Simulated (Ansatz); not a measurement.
# Yb3InC under changes of volume

One of the cells (25.961 Å³/atom); the others are scaled copies at fixed shape and fractional positions:

```
Yb In C
1.0
     5.06325    0.00000    0.00000
     0.00000    5.06325    0.00000
     0.00000    0.00000    5.06325
Yb In C
3 1 1
Cartesian
  0.0000 2.5316 2.5316
  2.5316 2.5316 0.0000
  2.5316 0.0000 2.5316
  0.0000 0.0000 0.0000
  2.5316 2.5316 2.5316
```

The cell comes from a database or a generator and needn't be the stable form of this composition.

```yaml
Program: Ansatz 0.2.0
Functional: PBE
Potentials_or_basis: Ansatz PAW
Cutoff: "420 eV (not typed: the program's choice for these potentials)"
k_mesh: 5 × 5 × 5
Occupations: fermi-dirac, width 0.05 eV
Spin: collinear spin, ferromagnetic start
Starting_moments: "[1.0, 1.0, 1.0, 0.0, 0.0] μB"
```

| volume (Å³/atom) | energy over the lowest point (meV/atom) | pressure (GPa) |
| --- | --- | --- |
| 24.403 | 0.00 | -1.1 |
| 24.922 | 5.26 | -2.1 |
| 25.442 | 13.43 | -2.9 |
| 25.961 | 24.19 | -3.7 |
| 26.480 | 37.27 | -4.4 |
| 26.999 | 52.42 | -5.0 |
| 27.518 | ? | ? |

Problem. What does the run at 27.518 Å³/atom give?

Solution. Energy over the lowest point 69.42 meV/atom; pressure -5.5 GPa.

Worked out: A Birch-Murnaghan fit of order 3 (a polynomial in V^(-2/3)) to the other rows has its minimum at 23.85 Å³/atom, just outside them, with B0 = V·E''(V) = 52 GPa and B' = 4.2. It gives 69.43 meV/atom at 27.518 Å³/atom, against the run's 69.42, and -dE/dV = -5.5 GPa, against -5.5.

Energies are extrapolated to zero smearing.

Caveats: without U or exact exchange the open f shell lies at the Fermi level, which spoils levels, moments and volumes; the starting moments weren't kept.
